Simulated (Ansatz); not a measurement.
**Re2C: further runs on the relaxed cell**

The task here is to estimate one member of a computed series from the others.

Method: DFT PBEsol, scalar-relativistic, plane waves, PAW, in Ansatz 0.2.0.

**The structure to begin with**

Symmetry: P6_3/mmc, No. 194, hexagonal system. Conventional cell: a = 2.835 Å, b = 2.835 Å, c = 9.823 Å, α = 90.00°, β = 90.00°, γ = 120.00°. Around Re (site symmetry 3m) lie 3 C at 2.15 Å. Around C (site symmetry -6m2) lie 6 Re at 2.15 Å.

As a file:

```
CELL_PARAMETERS angstrom
2.83461 0.00000 0.00000
-1.41730 2.45484 0.00000
0.00000 0.00000 9.82259
ATOMIC_POSITIONS crystal
Re 0.33333 0.66667 0.60837
Re 0.66667 0.33333 0.10837
Re 0.66667 0.33333 0.39163
Re 0.33333 0.66667 0.89163
C 0.33333 0.66667 0.25000
C 0.66667 0.33333 0.75000
```

It goes back to an entry of the Materials Project.

It is the result of an earlier relaxation at this level (volume 11.39 Å³/atom; gap on the mesh: none (metal)).

The first run:

The input, input.yaml:

```yaml
crystal:
  lattice:
    - [2.8059712966, 0.0, 0.0]
    - [-1.4029856483, 2.4300424252, 0.0]
    - [0.0, 0.0, 9.7233682019]
  atoms:
    - { symbol: Re, position: [0.3333333333, 0.6666666667, 0.6083692004] }
    - { symbol: Re, position: [0.6666666667, 0.3333333333, 0.1083692004] }
    - { symbol: Re, position: [0.6666666667, 0.3333333333, 0.3916307996] }
    - { symbol: Re, position: [0.3333333333, 0.6666666667, 0.8916307996] }
    - { symbol: C, position: [0.3333333333, 0.6666666667, 0.25] }
    - { symbol: C, position: [0.6666666667, 0.3333333333, 0.75] }
basis:
  ecutwfc: 420
kpoints:
  mp_grid: { grid: [15, 15, 4] }
hamiltonian:
  xc: pbesol
scf:
  occupations: { method: gaussian, width: 0.1 }
output:
  forces: true
  stress: true
  eigenvalues: true
relax:
  adjacent_minimum: "off"
  f_tol: 0.01
  max_steps: 30
  cell: { stress_tol: 0.1, fix: [volume] }
```

Launch:

```bash
$ ansatz run input.yaml --threads 2 --pin off --max-ram 5120MiB --backend cpu --events-out ev --progress --plain --runs-dir out
```

Steps of the session up to this table: Volume × 0.97; Volume × 1.03; The cell scaled to 0.94 of its volume; Volume × 1.06; The cell scaled to 0.91 of its volume; Volume × 1.10; The cell scaled to 0.88 of its volume.

One of the session's tables, all rows but one given; the rest of the session is left out.

It belongs to the step «Energy against volume». 

```
volume (Å³/atom)  energy above the lowest point (meV/atom)  pressure (GPa)
          10.025                                     274.8           72.32
          10.367                                     145.5           49.57
          10.708                                      60.9           30.27
          11.050                                         ?               ?
          11.392                                       0.0           -0.02
          11.734                                      13.0          -11.82
          12.075                                      49.2          -21.81
          12.531                                     127.4          -32.77
```

**Question.** Estimate the row for volume (Å³/atom) = 11.050.

Worked estimate for «energy above the lowest point (meV/atom)». A straight line through the neighbours (10.708, 60.9) and (11.392, 0.0) gives 60.9 + (0.0 − 60.9) × (11.050 − 10.708) / (11.392 − 10.708) = 30.4; a parabola fitted to 4 rows on both sides gives 14.1.

As computed: energy above the lowest point (meV/atom): 14.4; pressure (GPa): 13.89. In «energy above the lowest point (meV/atom)» the line misses by +16.0 and the parabola by -0.3.
